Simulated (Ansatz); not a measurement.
# YbAgGe: the cost of one run

All numbers are computed with the Python package of Ansatz 0.2.0. Level of theory: DFT r2SCAN, plane waves, PAW.

### 1 Starting point

Symmetry: P-62m, No. 189, hexagonal system. The conventional cell has a = 7.052 Å, b = 7.052 Å, c = 4.139 Å, α = 90.00°, β = 90.00°, γ = 120.00°. Yb (site symmetry m2m) has 5 Ge at 2.95 to 2.96 Å and 6 Ag at 3.12 to 3.30 Å in its first shell of neighbours. Ag (site symmetry m2m) has 4 Ge at 2.69 to 2.72 Å and 2 Ag at 3.06 Å in its first shell of neighbours. Around Ge (site symmetry -62m) lie 6 Ag at 2.72 Å and 3 Yb at 2.95 Å. Ge (site symmetry -6) has 3 Ag at 2.69 Å and 6 Yb at 2.96 Å in its first shell of neighbours.

The script holds or builds the structure itself.

### 2 The code

Contents of vcrelax_ybagge.py:

```python
# -*- coding: utf-8 -*-
"""Cell relaxation of YbAgGe."""

import json
import warnings

import ansatz as az
import matplotlib.pyplot as plt
import numpy as np

def edges_and_angles(cell):
    cell = np.asarray(cell)
    a, b, c = np.linalg.norm(cell, axis=1)
    cosines = cell[1] @ cell[2] / (b * c), cell[0] @ cell[2] / (a * c), cell[0] @ cell[1] / (a * b)
    return (a, b, c, *np.degrees(np.arccos(cosines)))

warnings.simplefilter("ignore", az.DeckWarning)

system = (
    az.Lattice.from_parameters(7.0524, 7.0524, 4.1387, alpha=90, beta=90, gamma=120)
    .space_group(189)
    .atom("Yb", (0.58159, 0.0, 0.0))
    .atom("Ag", (0.25011, 0.0, 0.5))
    .atom("Ge", (0.0, 0.0, 0.0))
    .atom("Ge", (1 / 3, 2 / 3, 0.5))
)

# every cell quantity that the symmetry leaves free
job = (
    system.calculation()
    .functional("r2scan")
    .pseudopotentials("paw")
    .basis(600)
    .kpoints(spacing=0.27)
    .occupations("cold", width=150 * az.meV)
    .relax(force_tolerance=0.01, max_steps=100, cell=True, stress_tolerance=0.01)
    .band_table()
)
done = job.run(events_out="ybagge.ndjson")
with open("ybagge.ndjson") as stream:
    events = [json.loads(line) for line in stream]
steps = [e["data"] for e in events if e["event"] == "relax_step"]
report = done.report
print("step   energy (eV)     max comp. (eV/A)   P (GPa)  SCF")
for s in steps:
    print(f"{s['step']:4d} {s['lagrangian_ev']:15.5f} {s['allowed_force_max_ev_ang']:12.4f} {s['pressure_gpa']:10.3f} {s['n_scf']:5d}")

first, last = steps[0], steps[-1]
symbols = [site.symbol for site in done.lattice.sites]
print(f"energy gained {first['lagrangian_ev'] - last['lagrangian_ev']:.4f} eV in {len(steps) - 1} steps")
for label, vectors in (("before", first["cell_ang"]), ("after", done.lattice.cell_ang)):
    print(label, "a b c (A) {:.4f} {:.4f} {:.4f}  angles {:.2f} {:.2f} {:.2f}".format(*edges_and_angles(vectors)), f" V = {abs(np.linalg.det(vectors)):.3f} A^3")
print("final stress xx yy zz (GPa, compression positive):", np.round(np.diag(report["stress_gpa"]), 3) + 0.0)

fig, (top, bottom) = plt.subplots(2, 1, sharex=True, figsize=(4.5, 4))
top.plot([s["lagrangian_ev"] - last["lagrangian_ev"] for s in steps], "o-")
top.set_ylabel("E - E(final) (eV)")
bottom.semilogy([max(s["allowed_force_max_ev_ang"], 1e-6) for s in steps], "s-")
bottom.set(xlabel="step", ylabel="largest force (eV/A)")
fig.tight_layout()
fig.savefig("relax.png", dpi=100)

print("relaxed fractional positions")
for site in done.lattice.sites:
    print(f"  {site.symbol:2s}", " ".join(f"{v % 1:8.5f}" for v in np.round(site.position_frac, 5)))

energy = report["free_energy_ev"]
print("F of the YbAgGe cell: {:.6f} eV = {:.6f} Ry = {:.6f} Ha".format(energy, energy / 13.605693, energy / 27.211386))
print("Fermi level {:.4f} eV, {} k-points, {} symmetry operations".format(report["fermi_energy_ev"], report["n_kpoints"], report["n_symmetry_ops"]))

print(job.to_yaml())

gap = None if "band_edges_ev" not in report else report["band_edges_ev"][1] - report["band_edges_ev"][0]
print("gap on the k mesh:", "withheld (metal, or smearing too wide to tell)" if gap is None else f"{gap:.3f} eV")
print("lowest empty less highest filled band, by band count:", round(report["gap_by_band_count_ev"], 3), "eV")
```

### 3 The run

Started as:

```
$ python vcrelax_ybagge.py
```

What time and memory should one allow on 1 thread of Intel Xeon 6975P-C (Granite Rapids), shared host?

About 9.9 min, with a peak of 1.3 GiB.
